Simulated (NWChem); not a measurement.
# SiNH2F2 (SMILES [NH][SiH](F)F): levels of theory compared

We compute a comparison of 3 runs (UHF/STO-3G, UHF/3-21G, UB3LYP/6-31G*) of SiNH2F2. 

The calculation is run with NWChem 7.3.0.

1 further run of the same task is left out (set aside as unsound or not needed). Runs told in other sessions of the task aren't counted.

## Step 1: The system as given

The species is SiNH2F2 (6 atoms), meant as a doublet with charge 0. As SMILES, `[NH][SiH](F)F`. Geometry: relaxed at PBE0-D4/def2-TZVP. This is one conformer, not always the lowest.

Bond lengths: N1–Si2 1.727 Å, Si2–F3 1.580 Å, Si2–F4 1.587 Å, N1–H5 1.021 Å, Si2–H6 1.473 Å. Angles: N1–Si2–F3 107.9°, N1–Si2–F4 114.0°, F3–Si2–F4 106.4°, N1–Si2–H6 109.2°, F3–Si2–H6 109.9°, F4–Si2–H6 109.3°, Si2–N1–H5 116.5°.

## Step 2: Energy and forces at UHF/STO-3G (run 1)

work.nw reads:

```
start work
memory total 2200 mb

geometry noautosym nocenter noautoz
  N       -0.025400       1.001700      -0.903700
  Si       0.188000      -0.244900       0.273000
  F        1.578700      -0.941400      -0.004700
  F       -0.908600      -1.390200       0.207400
  H       -0.977800       1.156700      -1.236500
  H        0.187200       0.354100       1.618300
end

basis "ao basis" spherical bse
  * library STO-3G
end

scf
  nopen 1
  uhf
  thresh 1e-08
  maxiter 80
  print low
end

task scf gradient
```

Launch:

```console
nwchem work.nw > work.out
```

Output:

```text
[...]
  functions       =    26
[...]
  wavefunction    = UHF
[...]
         Total SCF energy =   -536.591317061420
      One electron energy =  -1100.767800942843
      Two electron energy =    388.430518008412
 Nuclear repulsion energy =    175.745965873010
                       Sz =      0.5000
                 Sz(Sz+1) =      0.7500
                      S^2 =      0.7577
[...]
                         UHF ENERGY GRADIENTS
    atom               coordinates                        gradient
                 x          y          z           x          y          z
   1 N      -0.047999   1.892939  -1.707745   -0.025385  -0.020633   0.014268
   2 Si      0.355268  -0.462794   0.515895    0.004088  -0.008208  -0.050106
   3 F       2.983310  -1.778988  -0.008882   -0.016156   0.008714   0.004487
   4 F      -1.717005  -2.627097   0.391929    0.010669   0.009379   0.003110
   5 H      -1.847774   2.185846  -2.336646    0.026153   0.001550   0.004065
   6 H       0.353757   0.669152   3.058144    0.000630   0.009198   0.024176
 Task  times  cpu:        1.7s     wall:        1.7s
 Total times  cpu:        1.7s     wall:        1.7s
```

It took 2.3 s on 1 thread of Intel Xeon 6975P-C (Granite Rapids), shared host; peak memory 0.099 GiB.

## Step 3: Energy and forces at UHF/3-21G (run 2)

run.py reads:

```python
from ase import Atoms
from ase.calculators.nwchem import NWChem

mol = Atoms(['N', 'Si', 'F', 'F', 'H', 'H'], positions=[
    [-0.025400, 1.001700, -0.903700],
    [0.188000, -0.244900, 0.273000],
    [1.578700, -0.941400, -0.004700],
    [-0.908600, -1.390200, 0.207400],
    [-0.977800, 1.156700, -1.236500],
    [0.187200, 0.354100, 1.618300],
])

calc = NWChem(
    label='f2h2nsi',
    theory='scf',
    memory='2200 mb',
    basis='3-21G',
    basispar='spherical bse',
    scf={'nopen': '1', 'uhf': None, 'thresh': '1e-08', 'maxiter': '80'},
)
mol.calc = calc

forces = mol.get_forces()
print("Total energy (eV):", round(mol.get_potential_energy(), 6))
print("forces (eV/A):")
for s, f in zip(mol.symbols, forces):
    print(f"{s:2s} {f[0]:10.5f} {f[1]:10.5f} {f[2]:10.5f}")
```

Launch:

```console
export ASE_NWCHEM_COMMAND="nwchem PREFIX.nwi > PREFIX.nwo"
python run.py
```

Output:

```text
Total energy (eV): -14710.637203
forces (eV/A):
N    -0.88230    0.64530   -0.75827
Si    0.40233    0.79396    1.87027
F     1.19731   -0.82460   -0.30360
F    -0.84944   -0.86857   -0.22631
H     0.19679    0.33615   -0.33393
H    -0.06469   -0.08217   -0.24816
```

The calculator wrote f2h2nsi.nwi:

```
title "f2h2nsi"

permanent_dir f2h2nsi

scratch_dir f2h2nsi

start f2h2nsi

geometry units angstrom nocenter noautosym noautoz
  N  -2.5399999999999999e-02 1.0017000000000000e+00 -9.0369999999999995e-01
  Si 1.8800000000000000e-01 -2.4490000000000001e-01 2.7300000000000002e-01
  F  1.5787000000000000e+00 -9.4140000000000001e-01 -4.7000000000000002e-03
  F  -9.0859999999999996e-01 -1.3902000000000001e+00 2.0740000000000000e-01
  H  -9.7780000000000000e-01 1.1567000000000001e+00 -1.2364999999999999e+00
  H  1.8720000000000001e-01 3.5410000000000003e-01 1.6183000000000001e+00
end

memory 2200 mb

basis spherical bse noprint
   * library 3-21G
end

scf
  nopen 1
  uhf
  thresh 1e-08
  maxiter 80
end

task scf gradient
```

f2h2nsi.nwo:

```text
Northwest Computational Chemistry Package (NWChem) 7.3.0
             --------------------------------------------------------

           Job information
           ---------------

    nwchem branch   = 7.3.0
    use scalapack   = T
    input           = f2h2nsi.nwi
    prefix          = f2h2nsi.
    data base       = f2h2nsi/f2h2nsi.db
    status          = startup
    nproc           =        1

           Memory information
           ------------------

    heap     =     72089596 doubles =      550.0 Mbytes
    stack    =     72089601 doubles =      550.0 Mbytes
    global   =    144179200 doubles =     1100.0 Mbytes (distinct from heap & stack)
    total    =    288358397 doubles =     2200.0 Mbytes
    verify   = yes
    hardfail = no

[... 39 lines left out ...]
            Nuclear Dipole moment (a.u.)
[... 83 lines left out ...]
 1-e energy   =   -1100.459057
[... 7 lines left out ...]
         Quadratically convergent UHF
[... 15 lines left out ...]
       Final UHF  results
[... 3 lines left out ...]
      One electron energy =  -1101.008668045326
[... 1 line left out ...]
 Nuclear repulsion energy =    175.745965873010
[... 43 lines left out ...]
          Final beta eigenvalues
[... 201 lines left out ...]
                     UHF Final Beta Molecular Orbital Analysis
[... 256 lines left out ...]
                 ----------------------------------------
                 |  Time  |  1-e(secs)   |  2-e(secs)   |
                 ----------------------------------------
                 |  CPU   |       0.00   |       0.41   |
                 ----------------------------------------
                 |  WALL  |       0.00   |       0.41   |
                 ----------------------------------------

 Task  times  cpu:        2.3s     wall:        2.3s
 Total times  cpu:        2.4s     wall:        2.4s
```

Wall time 3.6 s (1 thread of Intel Xeon 6975P-C (Granite Rapids), shared host); peak memory 0.096 GiB.

## Step 4: Energy and gradient at UB3LYP/6-31G(d) (Cartesian functions) (run 3)

calc.nw reads:

```
echo
start calc
title "F2H2NSi B3LYP"
memory total 2200 mb

geometry units angstroms noautosym nocenter noautoz
 N     -0.025400     1.001700    -0.903700
 Si     0.188000    -0.244900     0.273000
 F      1.578700    -0.941400    -0.004700
 F     -0.908600    -1.390200     0.207400
 H     -0.977800     1.156700    -1.236500
 H      0.187200     0.354100     1.618300
end

basis cartesian
 * library 6-31G*
end

dft
 xc b3lyp
 mult 2
 grid xfine
 convergence energy 1e-08
 maxiter 100
 mulliken
end

task dft gradient
```

Launch:

```console
nwchem calc.nw > calc.out
```

Output:

```text
[...]
          Wavefunction type:  spin polarized.
          No. of atoms     :     6
          No. of electrons :    41
[...]
          Charge           :     0
          Spin multiplicity:     2
[...]
          AO basis - number of functions:    68
[...]
              XC Information
              --------------
                         B3LYP Method XC Potential
                     Hartree-Fock (Exact) Exchange  0.200
                        Slater Exchange Functional  0.800 local
                    Becke 1988 Exchange Functional  0.720 non-local
              Lee-Yang-Parr Correlation Functional  0.810
                  VWN I RPA Correlation Functional  0.190 local
[...]
 d= 0,ls=0.0,diis     1   -545.1118469652 -7.21D+02  1.03D-02  2.07D-01     3.0
[...]
 d= 0,ls=0.0,diis    13   -545.1978393318 -8.19D-09  3.51D-07  6.75D-10    34.4
[...]
         Total DFT energy =     -545.197839331812
      One electron energy =    -1105.324291226344
           Coulomb energy =      434.020973977019
    Exchange-Corr. energy =      -49.640487955497
 Nuclear repulsion energy =      175.745965873010
[...]
      Total Density - Mulliken Population Analysis
     ---------------------------------------------
    Atom       Charge   Shell Charges
 -----------   ------   -------------------------------------------------------
    1 N    7     7.54   1.99  0.84  2.31  0.95  1.43  0.01
    2 Si  14    12.98   2.00  1.99  5.96  0.95  1.49  0.07  0.23  0.29
    3 F    9     9.36   1.99  0.95  3.33  0.92  2.09  0.08
    4 F    9     9.36   1.99  0.95  3.32  0.92  2.09  0.08
    5 H    1     0.67   0.50  0.17
    6 H    1     1.09   0.51  0.58
[...]
      <S2> =      0.7527 (Exact =     0.7500)
[...]
  wavefunction    = open shell
                         DFT ENERGY GRADIENTS
    atom               coordinates                        gradient
                 x          y          z           x          y          z
   1 N      -0.047999   1.892939  -1.707745   -0.002156  -0.005665   0.003289
   2 Si      0.355268  -0.462794   0.515895    0.000455  -0.005809  -0.007512
   3 F       2.983310  -1.778988  -0.008882   -0.011683   0.005269   0.002482
   4 F      -1.717005  -2.627097   0.391929    0.009408   0.008511   0.000716
   5 H      -1.847774   2.185846  -2.336646    0.003834  -0.000796   0.002058
   6 H       0.353757   0.669152   3.058144    0.000141  -0.001509  -0.001032
[...]
```

Wall time 41 s (1 thread of Intel Xeon 6975P-C (Granite Rapids), shared host); peak memory 0.13 GiB.

## Step 5: Overview of the runs

```
run                                level  Cartesian functions  iteration cap  energy (Eh)   ⟨S²⟩  largest force (eV/Å)  wall time
  1                           UHF/STO-3G                   no             80  -536.591317  0.758                 2.619      2.3 s
  2                            UHF/3-21G                   no             80  -540.605950  0.756                 2.071      3.6 s
  3  UB3LYP/6-31G* (Cartesian functions)                  yes            100  -545.197839  0.753                 0.671       41 s
```

## Step 6: Summary of results

| quantity | value |
| --- | --- |
| run 3: total energy | -545.19784 Eh |
| run 3: dipole moment | 1.91 D |
| run 3: HOMO energy (highest over α and β) | -8.21 eV |
| run 3: LUMO energy (lowest over α and β) | -4.28 eV |
| run 3: ⟨S²⟩ | 0.753 |
| run 3: largest force on an atom | 0.671 eV/Å |

In run 1 the basis is minimal, so the values are rough. All runs together took 46 s, the longest 41 s.
